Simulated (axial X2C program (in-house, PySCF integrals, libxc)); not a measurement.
# Cu₂⁺: properties at the nuclei

Aim: properties at the nuclei of Cu₂⁺, with spin–orbit coupling in the Hamiltonian from the start.

The runs use an in-house X2C program for linear molecules on PySCF integrals; two-component X2C with atomic mean-field terms, Cu dyall-cv3z.

All values are calculated.

## 1. Input

Input file task.json:

```json
{"zs": [29, 29], "q": 1, "bas": ["dyall-cv3z", "dyall-cv3z"], "r0": 2.24, "levels": ["PBE0", "HF", "r2SCAN", "TPSSh", "B3LYP"], "nst": 3}
```

Keys: zs atomic numbers; q charge; bas basis sets; r0 starting distance in Å; levels methods (HF also brings MP2); nst determinants followed.

The run is started by

```sh
$ python soeom.py task.json out
```

The runs that follow: Expectation values, lowest determinant; Expectation values, a higher determinant; Expectation values, a higher determinant.

Before running it: what results should come out? Wanted: lowest determinant; A∥/gI Cu; qzz Cu; higher determinant (for each run or level that gives them).

As calculated:

```
                                quantity                                    value
                      lowest determinant  Ω = 1/2 (excess of +ω over −ω: ω = 1/2)
                    A∥/gI Cu (MHz), PBE0                                     2290
                     qzz Cu (a.u.), PBE0                                     0.14
                      higher determinant  Ω = 3/2 (excess of +ω over −ω: ω = 3/2)
A∥/gI Cu (MHz), PBE0, higher determinant                                      317
 qzz Cu (a.u.), PBE0, higher determinant                                     0.89
                      higher determinant  Ω = 5/2 (excess of +ω over −ω: ω = 5/2)
A∥/gI Cu (MHz), PBE0, higher determinant                                      287
 qzz Cu (a.u.), PBE0, higher determinant                                    -2.25
```

**Reading.** The expectation values come from single determinants, which for open shells can mix terms of unlike spin or miss the lowest Ω, so a determinant need not be a state. A∥ is the parallel hyperfine constant, which follows by multiplying with the nuclear g factor gI = μI/(I μN); qzz is the electric field gradient, eQq0 = 234.96 MHz × Q/barn × qzz. The operators were transformed with the bare-nucleus X2C matrices.
